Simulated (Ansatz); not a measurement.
# Cl2F2Ti: the cost of one run

Program: Ansatz 0.2.0. Level of theory: RHF/def2-SVP. These are calculated values, not measurements.

## Step 1: Starting point

Bond lengths: Ti1–F2 1.830 Å, Ti1–F3 1.830 Å, Ti1–Cl4 2.368 Å, Ti1–Cl5 2.368 Å. Angles: F2–Ti1–F3 109.4°, F2–Ti1–Cl4 109.5°, F2–Ti1–Cl5 109.5°, F3–Ti1–Cl4 109.5°, F3–Ti1–Cl5 109.5°, Cl4–Ti1–Cl5 109.5°.

Structure file:

```xyz
5

Ti    0.0000    0.0000    0.0000
F     0.0000    0.0000    1.8300
F     1.7257    0.0000   -0.6094
Cl   -1.1163    1.9339   -0.7892
Cl   -1.1163   -1.9339   -0.7892
```

## Step 2: Relaxing the start

Contents of input.yaml:

```yaml
crystal:
  periodic: [false, false, false]
  atoms:
    - { symbol: Ti, position_ang: [0.0, 0.0, 0.0] }
    - { symbol: F, position_ang: [0.0, 0.0, 1.83] }
    - { symbol: F, position_ang: [1.7257, 0.0, -0.6094] }
    - { symbol: Cl, position_ang: [-1.1163, 1.9339, -0.7892] }
    - { symbol: Cl, position_ang: [-1.1163, -1.9339, -0.7892] }
basis:
  gaussian: { orbitals: def2-SVP }
hamiltonian:
  xc: hf
relax:
  f_tol: 0.02
  max_steps: 40
```

Run with:

```
ansatz run input.yaml --threads 1 --pin off --max-ram 2048MiB --backend cpu --events-out ev --progress --plain --runs-dir out
```

Q: Estimate wall time and peak memory on 1 thread of Arm Neoverse V2, shared host.

About 13 s, with a peak of 0.2 GiB.
